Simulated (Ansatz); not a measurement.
**Hf: pressure against volume**

The task here is to estimate one member of a computed series from the others.

Program: Ansatz 0.2.0. Level of theory: DFT PBEsol, scalar-relativistic. These are calculated values, not measurements.

**The structure to begin with**

It takes space group P6_3/mmc (No. 194, hexagonal). Conventional cell: a = 3.197 Å, b = 3.197 Å, c = 5.058 Å, α = 90.00°, β = 90.00°, γ = 120.00°. Around Hf (site symmetry -6m2) lie 12 Hf at 3.13 to 3.20 Å.

As a file:

```cif
data_structure
_symmetry_space_group_name_H-M 'P6_3/mmc'
_symmetry_Int_Tables_number 194
_cell_length_a 3.1967
_cell_length_b 3.1967
_cell_length_c 5.0578
_cell_angle_alpha 90.000
_cell_angle_beta 90.000
_cell_angle_gamma 120.000
_cell_volume 44.76
loop_
_atom_site_label
_atom_site_type_symbol
_atom_site_symmetry_multiplicity
_atom_site_Wyckoff_symbol
_atom_site_fract_x
_atom_site_fract_y
_atom_site_fract_z
_atom_site_occupancy
Hf1 Hf 2 c 0.33333 0.66667 0.25000 1
```

The file gives the conventional cell by its symmetry; the runs use the cell typed in the input.

Atoms are numbered in the order of the input: Hf1, Hf2.

Set-up of the first run:

The input, input.yaml:

```yaml
crystal:
  lattice:
    - [3.1534945994, 0.0, 0.0]
    - [-1.5767472997, 2.7310064337, 0.0]
    - [0.0, 0.0, 4.9894429718]
  atoms:
    - { symbol: Hf, position: [0.3333333333, 0.6666666667, 0.25] }
    - { symbol: Hf, position: [0.6666666667, 0.3333333333, 0.75] }
kpoints:
  mp_grid: { grid: [13, 13, 7] }
  band_path:
    path:
      - [0.0, 0.0, 0.0]
      - [0.5, 0.0, 0.0]
      - [0.3333333333, 0.3333333333, 0.0]
      - [0.0, 0.0, 0.0]
      - [0.0, 0.0, 0.5]
      - [0.5, 0.0, 0.5]
      - [0.3333333333, 0.3333333333, 0.5]
      - [0.0, 0.0, 0.5]
      - [0.5, 0.0, 0.5]
    npoints: 5
scf:
  occupations: { method: fermi_dirac, width: 0.05 }
hamiltonian:
  xc: pbesol
  pseudopotentials: { kind: all_electron, lapw: { basis_error: 0.0005 } }
output:
  forces: true
  stress: true
  eigenvalues: true
```

Started as:

```bash
> ansatz run input.yaml --threads 1 --pin off --max-ram 3072MiB --backend cpu --events-out ev --progress --plain --runs-dir out
```

Among the steps run: Volume × 0.96, LAPW; Volume × 0.96, PAW; Volume × 0.96, crystal datasets; Volume × 0.99, LAPW; Volume × 0.99, PAW; Volume × 0.99, crystal datasets; Volume × 1.02, LAPW; Volume × 1.02, PAW; Volume × 1.02, crystal datasets; Volume × 1.06, LAPW; Volume × 1.06, PAW; Volume × 1.06, crystal datasets.

One of the session's tables, all rows but one given; the rest of the session is left out.

| method | volume (Å³/atom) | pressure (GPa) |
| --- | --- | --- |
| LAPW | 21.485 | 0.73 |
| LAPW | 22.156 | -2.67 |
| LAPW | 22.828 | -5.64 |
| LAPW | 23.723 | -9.01 |
| PAW | 21.485 | 0.70 |
| PAW | 22.156 | -2.69 |
| PAW | 22.828 | -5.66 |
| PAW | 23.723 | -9.03 |
| crystal datasets | 21.485 | 0.73 |
| crystal datasets | 22.156 | -2.67 |
| crystal datasets | 22.828 | -5.64 |
| crystal datasets | 23.723 | ? |

Estimate the missing values for crystal datasets, 23.723.

The run gave: pressure (GPa): -9.02. In the column «pressure (GPa)» it lies between PAW, 23.723 (-9.03) and LAPW, 23.723 (-9.01).

Caveats from the session: Shape and positions are held, so a fully relaxed modulus can be lower. Spin-orbit coupling is left out, though the cell holds Hf; in elements this heavy it can shift bands and gaps by tenths of an eV. Warnings in the runs' records: gradients without spin orbit, crystal datasets made.
